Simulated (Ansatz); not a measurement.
# Ta3H: the cost of one run

Method: DFT LDA, scalar-relativistic, plane waves, PAW, in Ansatz 0.2.0.

19 further runs of the same task are left out: 19 set aside as unsound or not needed. Runs told in other sessions of the task aren't counted.

## 1. The system as given

It takes space group Im-3m (No. 229, cubic). The conventional cell has a = 3.253 Å, b = 3.253 Å, c = 3.253 Å, α = 90.00°, β = 90.00°, γ = 90.00°. Ta (site symmetry m-3m) has 8 Ta at 2.82 Å in its first shell of neighbours.

Structure file:

```xyz
1
Lattice="-1.6264 1.6264 1.6264 1.6264 -1.6264 1.6264 1.6264 1.6264 -1.6264" Properties=species:S:1:pos:R:3 pbc="T T T"
Ta    0.0000    0.0000    0.0000
```

This cell was relaxed beforehand with the same method: volume 17.21 Å³/atom, gap on the mesh none (metal).

## 3. Setting up the map

Atoms count from 1 in the order of the input.

H2 lies flat over one site of a rigid substrate while its bond length and height are varied.

First coordinate, distance H7-H8: 8 values from 0.650 to 2.650 Å. Second coordinate, height of the H2 axis above the plane of Ta6: 9 values from 0.45 to 3.60 Å.

Nothing else is relaxed. Points are written as (first, second).

(The set-up runs are not shown.)

## 4. Point (0.650 Å, 2.60 Å)

Contents of input.yaml:

```yaml
crystal:
  lattice:
    - [4.6002247492, 0.0, 0.0]
    - [-2.3001123746, 3.9839114959, 0.0]
    - [0.0, 0.0, 22.4017722044]
  atoms:
    - { symbol: Ta, position: [0.6666666667, 0.3333333333, 0.1785573018] }
    - { symbol: Ta, position: [0.3333333333, 0.6666666667, 0.2204743848] }
    - { symbol: Ta, position: [0.0, 0.0, 0.2623914678] }
    - { symbol: Ta, position: [0.6666666667, 0.3333333333, 0.3016814391] }
    - { symbol: Ta, position: [0.3333333333, 0.6666666667, 0.3385386112] }
    - { symbol: Ta, position: [0.0, 0.0, 0.3750494438] }
    - { symbol: H, position: [0.2626846112, 0.6666666667, 0.4911116899] }
    - { symbol: H, position: [0.4039820555, 0.6666666667, 0.4911116899] }
basis:
  ecutwfc: 420
kpoints:
  mp_grid: { grid: [6, 6, 1] }
hamiltonian:
  xc: lda
  pseudopotentials: { kind: paw, azcp: { folder: soft_1 } }
scf:
  occupations: { method: gaussian, width: 0.1 }
output:
  forces: true
  eigenvalues: true
efield:
  axis: 3
  dipole_correction: true
  ramp_width: 0.04
```

The run is started by

```bash
> ansatz run input.yaml --threads 1 --pin off --max-ram 3072MiB --backend cpu --events-out ev --progress --plain --runs-dir out
```

Q: Estimate wall time and peak memory on 1 thread of Arm Neoverse V2, shared host.

About 38 s, with a peak of 0.5 GiB.
